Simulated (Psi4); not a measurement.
# SnSe (SMILES [Se][Sn]): revPBE/def2-TZVP (core potential)

Aim: the vertical ionisation energy of SnSe at revPBE/def2-TZVP (core potential), from 2 runs. 

Program for the calculation: Psi4 1.11.

2 further runs of the same task are left out: 2 that didn't finish.

**1. The structure to begin with**

SnSe: 2 atoms, total charge 0, spin state singlet. SMILES: `[Se][Sn]`. The coordinates come from a PBE0-D4/def2-TZVP relaxation.

Bond lengths: Se1–Sn2 2.325 Å.

**2. The energy at revPBE/def2-TZVP (core potential)**

sesn.json

```json
{
  "schema_name": "qcschema_input",
  "schema_version": 1,
  "molecule": {
    "schema_name": "qcschema_molecule",
    "schema_version": 2,
    "symbols": ["Se", "Sn"],
    "geometry": [0.0, 0.0, 0.01233991, 0.0, 0.0, 4.40648227],
    "molecular_charge": 0,
    "molecular_multiplicity": 1,
    "fix_symmetry": "c1"
  },
  "driver": "energy",
  "model": {
    "method": "revpbe",
    "basis": "def2-TZVP"
  },
  "keywords": {
    "reference": "rks",
    "puream": true,
    "e_convergence": 1e-09,
    "d_convergence": 1e-08,
    "scf_type": "pk",
    "dft_radial_points": 99,
    "dft_spherical_points": 590,
    "scf_properties": ["QUADRUPOLE", "LOWDIN_CHARGES", "WIBERG_LOWDIN_INDICES"]
  }
}
```

Launch:

```bash
$ psi4 --qcschema sesn.json -n 1 --memory 2200MB
```

stdout:

```text
[...]
    !!!  WARNING: ECP capability is in beta. Please check occupations closely.  !!!
[...]
  Running in c1 symmetry.
[...]
  Nuclear repulsion =  170.226619603648885
[...]
  Multiplicity = 1
[...]
  Nalpha       = 28
  Nbeta        = 28
[...]
    Number of basis functions: 98
[...]
 WARNING: Atomic UHF is not converging! Try casting from a smaller basis or call Rob at CCMST.
   -------------------------
[...]
   @RKS iter   1: -2614.66874149125169   -2.37992e+00   2.41955e-02 ADIIS/DIIS
[...]
   @RKS iter  14: -2615.76504128327269   -4.72937e-11   4.07462e-09 DIIS
[...]
    Orbital Energies [Eh]
    ---------------------
    Doubly Occupied:
       1A   -452.104397     2A    -57.392388     3A    -51.531213
       4A    -51.531213     5A    -51.531054     6A     -7.523718
       7A     -5.508032     8A     -5.507957     9A     -5.507957
      10A     -4.911708    11A     -3.294425    12A     -3.294425
      13A     -3.285178    14A     -1.945396    15A     -1.944738
      16A     -1.944738    17A     -1.944465    18A     -1.944464
      19A     -0.956037    20A     -0.956037    21A     -0.951651
      22A     -0.948948    23A     -0.948948    24A     -0.594740
      25A     -0.393430    26A     -0.228324    27A     -0.223083
      28A     -0.223083
[...]
  @RKS Final Energy: -2615.76504128327269
   => Energetics <=
    Nuclear Repulsion Energy =            170.2266196036488850
    One-Electron Energy =               -4060.2767589070649592
    Two-Electron Energy =                1379.3240411892652446
    DFT Exchange-Correlation Energy =    -105.0389431691219073
    Empirical Dispersion Energy =           0.0000000000000000
    VV10 Nonlocal Energy =                  0.0000000000000000
    Total Energy =                      -2615.7650412832726943
[...]
 Multipole Moments:
 ------------------------------------------------------------------------------------
     Multipole            Electronic (a.u.)      Nuclear  (a.u.)        Total (a.u.)
 ------------------------------------------------------------------------------------
 L = 1.  Multiply by 2.5417464519 to convert [e a0] to [Debye]
 Dipole X            :          0.0000001            0.0000000            0.0000001
 Dipole Y            :         -0.0000000            0.0000000           -0.0000000
 Dipole Z            :         52.0909447          -50.9855577            1.1053870
 Magnitude           :                                                    1.1053870
 L = 2.  Multiply by 1.3450342976 to convert [e a0^2] to [Debye ang]
 Quadrupole XX       :        -31.2116376            0.0000000          -31.2116376
 Quadrupole XY       :          0.0000000            0.0000000            0.0000000
[...]
```

The result, in JSON:

```text
{
 "driver": "energy",
 "model": {
  "method": "revpbe",
  "basis": "def2-TZVP"
 },
 "success": true,
 "return_result": -2615.7650412832727,
 "properties": {
  "calcinfo_nbasis": 98,
  "calcinfo_nmo": 98,
  "calcinfo_nalpha": 28,
  "calcinfo_nbeta": 28,
  "calcinfo_natom": 2,
  "nuclear_repulsion_energy": 170.22661960364889,
  "return_energy": -2615.7650412832727,
  "scf_one_electron_energy": -4060.276758907065,
  "scf_two_electron_energy": 1379.3240411892652,
  "scf_xc_energy": -105.03894316912191,
  "scf_dipole_moment": [6.996668852480086e-08, -4.2185717460907245e-08, 1.1053869930016234],
  "scf_total_energy": -2615.7650412832727,
  "scf_iterations": 14
 }
}
```

Wall time 16 s (1 thread of Intel Xeon at 2.50GHz (Skylake/Cascade Lake), shared host); peak memory 0.66 GiB.

**3. The doublet cation: energy and forces at U-revPBE/def2-TZVP (core potential)**

sesn.py

```python
import psi4

psi4.set_memory(2200000000)
psi4.set_num_threads(1)
psi4.core.set_output_file('output.dat', False)

molecule = psi4.geometry("""
1 2
Se     0.00000000     0.00000000     0.01233991
Sn     0.00000000     0.00000000     4.40648227
units au
symmetry c1
""")

options = {'basis': 'def2-TZVP', 'reference': 'uks', 'puream': True, 'e_convergence': 1e-09, 'd_convergence': 1e-08, 'scf_type': 'pk', 'dft_radial_points': 99, 'dft_spherical_points': 590, 'maxiter': 100}
psi4.set_options(options)

e, wfn = psi4.gradient('revpbe', return_wfn=True)
print('gradient / Eh bohr^-1')
print(e.np.round(6))
print(f'energy = {wfn.energy():.10f} Eh')
```

Launch:

```bash
$ python sesn.py
```

output.dat, cut to the lines that bear on the results:

```text
[...]
    !!!  WARNING: ECP capability is in beta. Please check occupations closely.  !!!
[...]
  Running in c1 symmetry.
[...]
  Nuclear repulsion =  170.226619603648885
[...]
  Multiplicity = 2
[...]
  Nalpha       = 28
  Nbeta        = 27
[...]
    Number of basis functions: 98
[...]
 WARNING: Atomic UHF is not converging! Try casting from a smaller basis or call Rob at CCMST.
   -------------------------
[...]
   @UKS iter   1: -2614.62584126187676   -2.33702e+00   2.26453e-02 DIIS/ADIIS
[...]
   @UKS iter  18: -2615.43281235328686   -1.00044e-11   6.49152e-09 DIIS
[...]
   @S^2 Observed:                7.542883814E-01
[...]
  @UKS Final Energy: -2615.43281235328686
   => Energetics <=
    Nuclear Repulsion Energy =            170.2266196036488850
    One-Electron Energy =               -4045.9333320781315706
    Two-Electron Energy =                1365.0972416892427646
    DFT Exchange-Correlation Energy =    -104.8233415680469420
    Empirical Dispersion Energy =           0.0000000000000000
    VV10 Nonlocal Energy =                  0.0000000000000000
    Total Energy =                      -2615.4328123532868631
[...]
 Multipole Moments:
 ------------------------------------------------------------------------------------
     Multipole            Electronic (a.u.)      Nuclear  (a.u.)        Total (a.u.)
 ------------------------------------------------------------------------------------
 L = 1.  Multiply by 2.5417464519 to convert [e a0] to [Debye]
 Dipole X            :          0.0000002            0.0000000            0.0000002
 Dipole Y            :          0.0000000            0.0000000            0.0000000
 Dipole Z            :         51.6679790          -50.9855577            0.6824213
 Magnitude           :                                                    0.6824213
[...]
  -Total Gradient:
     Atom            X                  Y                   Z
    ------   -----------------  -----------------  -----------------
       1       -0.000000001555    -0.000000000236     0.065359156340
       2        0.000000001556     0.000000000237    -0.065338926792
[...]
```

On the terminal:

```text
gradient / Eh bohr^-1
[[-0.       -0.        0.065359]
 [ 0.        0.       -0.065339]]
energy = -2615.4328123533 Eh
```

Wall time 51 s (1 thread of Intel Xeon at 2.50GHz (Skylake/Cascade Lake), shared host); peak memory 0.66 GiB.

**4. What came out**

Level: revPBE/def2-TZVP (core potential).

```
                                          quantity           value
                        singlet SnSe: total energy  -2615.76504 Eh
                       singlet SnSe: dipole moment          2.81 D
                         singlet SnSe: HOMO energy        -6.07 eV
                         singlet SnSe: LUMO energy        -3.10 eV
                       singlet SnSe: HOMO–LUMO gap         2.97 eV
                      doublet cation: total energy  -2615.43281 Eh
doublet cation: HOMO energy (highest over α and β)       -12.30 eV
 doublet cation: LUMO energy (lowest over α and β)       -12.01 eV
                              doublet cation: ⟨S²⟩           0.754
          doublet cation: largest force on an atom      3.361 eV/Å
vertical ionisation energy (to the doublet cation)        9.040 eV
```

In words: Removing an electron at fixed nuclei costs 9.04 eV (872 kJ/mol). The negative HOMO energy of the first species, 6.07 eV, lies 2.97 eV below that difference.
